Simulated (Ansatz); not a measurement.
# CH₉NSn (built from SMILES C[NH][SnH3].[H][H]): search for a transition state, part 2 of 2

Ansatz 0.2.0, Gaussian basis; PBE0-D4. Earlier steps stand in the parts before.

## (6) Vibrations at the point found

Input file vib/in.yaml:

```yaml
crystal:
  periodic: [false, false, false]
  atoms:
    - {symbol: Sn, position_ang: [-0.573641, 1.177248, 0.862842]}
    - {symbol: N, position_ang: [0.166564, -0.742300, 0.155398]}
    - {symbol: C, position_ang: [0.158533, -0.984062, -1.281715]}
    - {symbol: H, position_ang: [-2.209338, 0.852287, 0.372342]}
    - {symbol: H, position_ang: [-0.050013, 2.493950, -0.076868]}
    - {symbol: H, position_ang: [-0.600281, 1.352199, 2.554237]}
    - {symbol: H, position_ang: [1.179831, -0.194466, 0.639303]}
    - {symbol: H, position_ang: [1.613809, 0.697903, 1.100059]}
    - {symbol: H, position_ang: [-0.194396, -1.539929, 0.672416]}
    - {symbol: H, position_ang: [0.640176, -1.934147, -1.525660]}
    - {symbol: H, position_ang: [-0.853577, -0.992787, -1.697975]}
    - {symbol: H, position_ang: [0.722433, -0.186096, -1.774378]}
basis:
  gaussian: {orbitals: def2-TZVP}
hamiltonian: {xc: pbe0, dispersion: d4}
phonons: {temperatures: {t_min: 298.15, t_max: 900, t_step: 200}}
```

Started as:

```sh
ansatz run in.yaml --threads 4 --pin off --events-out ev --progress --plain --max-ram 9574MiB
```

The log of the run, cut to the lines that bear on the results:

```text
Functional definition: PBE0
  name "PBE0"
  cite "Adamo & Barone, J. Chem. Phys. 110, 6158 (1999) doi:10.1063/1.478522"
  cite "Perdew, Burke & Ernzerhof, Phys. Rev. Lett. 77, 3865 (1996) doi:10.1103/PhysRevLett.77.3865"
  parent pbe
[...]
1192 factors; their error is unknown
[...]
mean field -8500.26920405 eV, -312.3791315596 hartree, gradient 1.9e-5 eV, S^2 0.000000; 0 other end points of the search recorded, 0 dependent functions left out
[...]
reference -8500.26924443 eV, -312.3791330435 hartree; 22, 22 occupied and 144, 144 virtual orbitals, 1192 factors
[... from here to the last solve, the lines of the solves are left out (71 solves) ...]
1192 factors; their error is unknown
mean field -8500.26914637 eV, -312.3791294399 hartree, gradient 2.4e-6 eV, S^2 0.000000; 0 other end points of the search recorded, 0 dependent functions left out
[...]
reference -8500.26918675 eV, -312.3791309238 hartree; 22, 22 occupied and 144, 144 virtual orbitals, 1192 factors
[...]
WARN: phonons: modes at or below zero, which the zero-point energy, F, S and C_V leave out: 1, the lowest at -1437.77 cm⁻¹. A minimum has none, and a first-order saddle one
[...]
Atom 4 at    -0.050013     2.493950    -0.076868 Å, force    -0.001090    -0.004822     0.001625 eV/Å
Atom 5 at    -0.600281     1.352199     2.554237 Å, force     0.003348    -0.000692    -0.005540 eV/Å
Atom 6 at     1.179831    -0.194466     0.639303 Å, force    -0.015012     0.006670     0.003464 eV/Å
Atom 7 at     1.613809     0.697903     1.100059 Å, force    -0.010010    -0.013412    -0.009334 eV/Å
Atom 8 at    -0.194396    -1.539929     0.672416 Å, force     0.002778     0.008239    -0.007140 eV/Å
Atom 9 at     0.640176    -1.934147    -1.525660 Å, force    -0.000042     0.002851    -0.000543 eV/Å
Atom 10 at    -0.853577    -0.992787    -1.697975 Å, force     0.013991     0.001769     0.006587 eV/Å
Atom 11 at     0.722433    -0.186096    -1.774378 Å, force    -0.007410    -0.014314     0.011749 eV/Å
Dipole moment:    -0.272841    -0.401421    -0.248614 e Å
Vibrations: -1437.77 105.87 185.94 208.48 221.48 439.96 535.87 571.35 637.30 654.15 751.98 764.43 814.86 1033.29 1065.67 1145.37 1326.42 1445.13 1477.77 1491.67 1506.42 1550.59 1694.89 1834.65 1947.01 1969.37 3031.26 3098.48 3111.51 3509.58 cm⁻¹, zero-point energy 2.363807 eV
```

Run time: 2.2 min. Hardware: 4 threads of Arm Neoverse V2, shared host.

Wavenumbers and character of the modes:

```tsv
mode	wavenumber (cm⁻¹)	character
1	1438i	changes N2–H7, H7–H8
2	106	torsion
3	186	bend with torsion
4	208	torsion with bend
5	221	bend with torsion
6	440	Sn–N stretch
7	536	bend with torsion
8	571	bend with torsion
9	637	not assigned (largely outside the bonds, angles and torsions drawn)
10	654	bend
11	752	bend with torsion
12	764	torsion with bend
13	815	torsion with bend
14	1033	bend with torsion
15	1066	C–N stretch
16	1145	bend
17	1326	bend
18	1445	bend
19	1478	not assigned (largely outside the bonds, angles and torsions drawn)
20	1492	not assigned (largely outside the bonds, angles and torsions drawn)
21	1506	bend
22	1551	bend
23	1695	not assigned (largely outside the bonds, angles and torsions drawn)
24	1835	Sn–H stretch
25	1947	Sn–H stretch
26	1969	Sn–H stretch
27	3031	C–H stretch
28	3098	C–H stretch
29	3112	C–H stretch
30	3510	N–H stretch
```

Vibrational sums (real modes only):

```tsv
T (K)	entropy (J/mol/K)	heat capacity (J/mol/K)
298	55.5	69.2
498	101.6	112.5
698	145.0	144.6
898	184.3	167.4
```

## (7) Relaxing after a step of 0.30 Å one way along the mode

Input file downa/in.yaml:

```yaml
crystal:
  periodic: [false, false, false]
  atoms:
    - {symbol: Sn, position_ang: [-0.499639, 1.235476, 0.906461]}
    - {symbol: N, position_ang: [0.224412, -0.748450, 0.163762]}
    - {symbol: C, position_ang: [0.183011, -0.990103, -1.284748]}
    - {symbol: H, position_ang: [-2.158037, 0.834617, 0.375425]}
    - {symbol: H, position_ang: [-0.060815, 2.530688, -0.089230]}
    - {symbol: H, position_ang: [-0.622272, 1.370637, 2.584026]}
    - {symbol: H, position_ang: [1.004828, -0.395102, 0.501031]}
    - {symbol: H, position_ang: [1.562951, 0.815164, 1.144049]}
    - {symbol: H, position_ang: [-0.165317, -1.538359, 0.679696]}
    - {symbol: H, position_ang: [0.647857, -1.941430, -1.537684]}
    - {symbol: H, position_ang: [-0.844111, -0.988625, -1.665444]}
    - {symbol: H, position_ang: [0.727231, -0.184713, -1.777344]}
basis:
  gaussian: {orbitals: def2-TZVP}
hamiltonian: {xc: pbe0, dispersion: d4}
relax: {f_tol: 0.005, max_steps: 200}
```

Started as:

```sh
ansatz run in.yaml --threads 4 --pin off --events-out ev --progress --plain --max-ram 9574MiB
```

The log of the run, cut to the lines that bear on the results:

```text
[... 5 set-up lines as earlier in the session ...]
[...]
1192 factors; their error is unknown
[...]
mean field -8500.16933836 eV, -312.3754615628 hartree, gradient 2.1e-5 eV, S^2 0.000000; 0 other end points of the search recorded, 0 dependent functions left out
[...]
reference -8500.16937917 eV, -312.3754630627 hartree; 22, 22 occupied and 144, 144 virtual orbitals, 1192 factors
relax step   1: F+E_penalty+E_count = -8500.35677481 eV  Δ(F+E_penalty+E_count) = +0.000e0 eV  max|allowed force component| = 6.276e0 eV/Å  Δτ_max = 0.0000 Å  (27 SCF iters, accepted)
[...]
Atom 2 at     0.294868    -1.253271    -1.190280 Å, force    -0.000569    -0.002655     0.002838 eV/Å
Atom 3 at    -1.678526     1.191331    -0.089829 Å, force    -0.000133    -0.000348    -0.000121 eV/Å
Atom 4 at    -0.743802     3.446923     1.158171 Å, force     0.000038    -0.000816    -0.000183 eV/Å
Atom 5 at    -0.307657     1.034178     2.389449 Å, force     0.000109     0.000059     0.000129 eV/Å
Atom 6 at     1.090571    -1.360561     0.694047 Å, force     0.000777    -0.000932    -0.001357 eV/Å
Atom 7 at     1.092954     1.752780     0.028949 Å, force     0.000025     0.000455    -0.000093 eV/Å
Atom 8 at    -0.502182    -1.692767     0.644534 Å, force    -0.000010    -0.000187    -0.001191 eV/Å
Atom 9 at     0.517258    -2.271921    -1.532843 Å, force     0.000041     0.000713    -0.000749 eV/Å
Atom 10 at    -0.653560    -0.944617    -1.635179 Å, force    -0.000048     0.000043    -0.001514 eV/Å
Atom 11 at     1.066447    -0.587056    -1.582207 Å, force    -0.000060     0.000369     0.000808 eV/Å
Dipole moment:     0.120693    -0.569623    -0.103692 e Å
```

Run time: 74 s. Hardware: 4 threads of Arm Neoverse V2, shared host.

The steps of the relaxation: (the energy doesn't fall at every step)

```tsv
step	energy from step 1 (eV)	largest force component (eV/Å)
1	0.0000	6.2759
2	-0.7545	0.8692
3	-1.0165	0.8069
4	-1.3276	0.3372
5	-1.5189	0.4511
6	-1.6762	0.3955
7	-1.7738	0.3162
8	-1.8295	0.1829
9	-1.8668	0.0665
10	-1.8838	0.3050
11	-1.9141	0.0700
12	-1.9101	0.3080
13	-1.9221	0.0459
14	-1.9255	0.1051
15	-1.9243	0.1128
16	-1.9269	0.0390
17	-1.9280	0.0383
18	-1.9283	0.0478
19	-1.9284	0.0677
20	-1.9287	0.0428
21	-1.9288	0.0129
22	-1.9289	0.0289
23	-1.9290	0.0401
24	-1.9291	0.0379
25	-1.9292	0.0378
26	-1.9292	0.0358
27	-1.9293	0.0217
28	-1.9294	0.0156
29	-1.9294	0.0209
30	-1.9294	0.0177
31	-1.9294	0.0028
```

Close pairs (by a distance rule), those that changed most:

```tsv
bond	before (Å)	after (Å)	change (Å)
Sn1–N2	2.239	3.008	+0.769
Sn1–H8	2.118	1.705	-0.414
N2–H7	0.921	1.012	+0.092
Sn1–H4	1.787	1.705	-0.082
Sn1–H5	1.692	1.726	+0.034
Sn1–H6	1.687	1.704	+0.016
N2–C3	1.469	1.454	-0.015
C3–H10	1.089	1.097	+0.009
```

## (8) Relaxing after a step of 0.30 Å the other way along the mode

Input file downb/in.yaml:

```yaml
crystal:
  periodic: [false, false, false]
  atoms:
    - {symbol: Sn, position_ang: [-0.647642, 1.119020, 0.819222]}
    - {symbol: N, position_ang: [0.108717, -0.736151, 0.147033]}
    - {symbol: C, position_ang: [0.134054, -0.978021, -1.278681]}
    - {symbol: H, position_ang: [-2.260638, 0.869956, 0.369260]}
    - {symbol: H, position_ang: [-0.039212, 2.457212, -0.064506]}
    - {symbol: H, position_ang: [-0.578289, 1.333761, 2.524449]}
    - {symbol: H, position_ang: [1.354834, 0.006170, 0.777576]}
    - {symbol: H, position_ang: [1.664667, 0.580642, 1.056069]}
    - {symbol: H, position_ang: [-0.223476, -1.541498, 0.665135]}
    - {symbol: H, position_ang: [0.632495, -1.926864, -1.513637]}
    - {symbol: H, position_ang: [-0.863044, -0.996948, -1.730506]}
    - {symbol: H, position_ang: [0.717635, -0.187480, -1.771412]}
basis:
  gaussian: {orbitals: def2-TZVP}
hamiltonian: {xc: pbe0, dispersion: d4}
relax: {f_tol: 0.005, max_steps: 200}
```

Started as:

```sh
ansatz run in.yaml --threads 4 --pin off --events-out ev --progress --plain --max-ram 9574MiB
```

The log of the run, cut to the lines that bear on the results:

```text
[... 5 set-up lines as earlier in the session ...]
[...]
1192 factors; their error is unknown
[...]
mean field -8500.47765420 eV, -312.3867919613 hartree, gradient 2.0e-5 eV, S^2 0.000000; 0 other end points of the search recorded, 0 dependent functions left out
[...]
reference -8500.47769427 eV, -312.3867934339 hartree; 22, 22 occupied and 144, 144 virtual orbitals, 1192 factors
relax step   1: F+E_penalty+E_count = -8500.66193555 eV  Δ(F+E_penalty+E_count) = +0.000e0 eV  max|allowed force component| = 2.870e0 eV/Å  Δτ_max = 0.0000 Å  (28 SCF iters, accepted)
[...]
Atom 2 at     0.137922    -0.862185    -1.103939 Å, force     0.000106    -0.000743    -0.003003 eV/Å
Atom 3 at    -2.794385     0.986297    -0.086073 Å, force    -0.000619    -0.000137    -0.000186 eV/Å
Atom 4 at    -0.420319     2.452418     0.065920 Å, force     0.000152     0.000132    -0.000215 eV/Å
Atom 5 at    -1.439637     1.162400     2.375739 Å, force    -0.000060     0.000335     0.001110 eV/Å
Atom 6 at     2.402005    -0.123251     0.714536 Å, force     0.000153    -0.000085     0.000060 eV/Å
Atom 7 at     3.147905    -0.041810     0.706954 Å, force    -0.000141    -0.000164     0.000129 eV/Å
Atom 8 at    -0.356308    -1.316875     0.827738 Å, force     0.000031    -0.000322    -0.000897 eV/Å
Atom 9 at     0.903108    -1.642438    -1.173449 Å, force     0.000071     0.000191     0.000271 eV/Å
Atom 10 at    -0.750352    -1.218130    -1.646813 Å, force     0.000447     0.000212     0.000741 eV/Å
Atom 11 at     0.525884     0.004931    -1.646868 Å, force    -0.000301    -0.000364     0.000248 eV/Å
Dipole moment:    -0.185256    -0.108512    -0.040142 e Å
```

Wall time 86 s (4 threads of Arm Neoverse V2, shared host).

Along the way: (not every step is listed) (the energy doesn't fall at every step)

```tsv
step	energy from step 1 (eV)	largest force component (eV/Å)
1	0.0000	2.8701
2	-0.5172	0.7135
3	-0.7900	0.8520
4	-0.9654	0.4725
5	-1.0375	0.1738
6	-1.0574	0.0712
7	-1.0152	0.4196
8	-1.0651	0.0373
9	-1.0684	0.0259
11	-1.0714	0.0745
13	-1.0721	0.1292
15	-1.0734	0.0468
17	-1.0742	0.0272
19	-1.0750	0.0617
21	-1.0757	0.2027
23	-1.0763	0.0349
25	-1.0771	0.0915
27	-1.0776	0.0678
29	-1.0778	0.0553
30	-1.0781	0.0349
31	-1.0781	0.0097
32	-1.0782	0.0058
33	-1.0782	0.0082
34	-1.0782	0.0068
35	-1.0782	0.0030
```

Distances of close pairs at the start and the end, largest changes first:

```tsv
bond	before (Å)	after (Å)	change (Å)
Sn1–N2	2.113	2.030	-0.083
H7–H8	0.710	0.750	+0.041
Sn1–H4	1.693	1.717	+0.024
Sn1–H6	1.720	1.704	-0.016
Sn1–H5	1.715	1.705	-0.010
C3–H11	1.095	1.100	+0.005
N2–C3	1.446	1.452	+0.005
C3–H12	1.099	1.094	-0.005
```

## (9) What the saddle joins

```tsv
pair	start side (Å)	saddle (Å)	end side (Å)
Sn1–H8	4.557	2.252	1.705
N2–H7	2.560	1.249	1.012
Sn1–N2	2.030	2.176	3.008
H7–H8	0.750	1.094	3.184
```

## (10) Summary of results

The summary covers parts 1 to 2.

| quantity | value |
| --- | --- |
| imaginary mode | 1438i cm⁻¹ |
| barrier from the start side | 29.4 kcal/mol |
| barrier from the end side | 42.0 kcal/mol |
| energy of the step | -12.6 kcal/mol |
| pairs that change | Sn1–H8 formed, N2–H7 formed, Sn1–N2 broken, H7–H8 broken |
| zero-point energy at the saddle | 2.364 eV |

**Reading.** The point has a single imaginary mode (1438i cm⁻¹), as a transition state must. It joins the planned start and end. At PBE0-D4/def2-TZVP the electronic barrier is 29.4 kcal/mol, about 50 kT at 298 K, and the step runs 12.6 kcal/mol downhill. The barrier is thin enough for tunnelling; the leading (Wigner) term alone is a factor of 3.0 at 298 K. A step off the saddle overshot and began above it in energy, so the link to its end is likely but not proven. Lower complexes than these ends may exist.
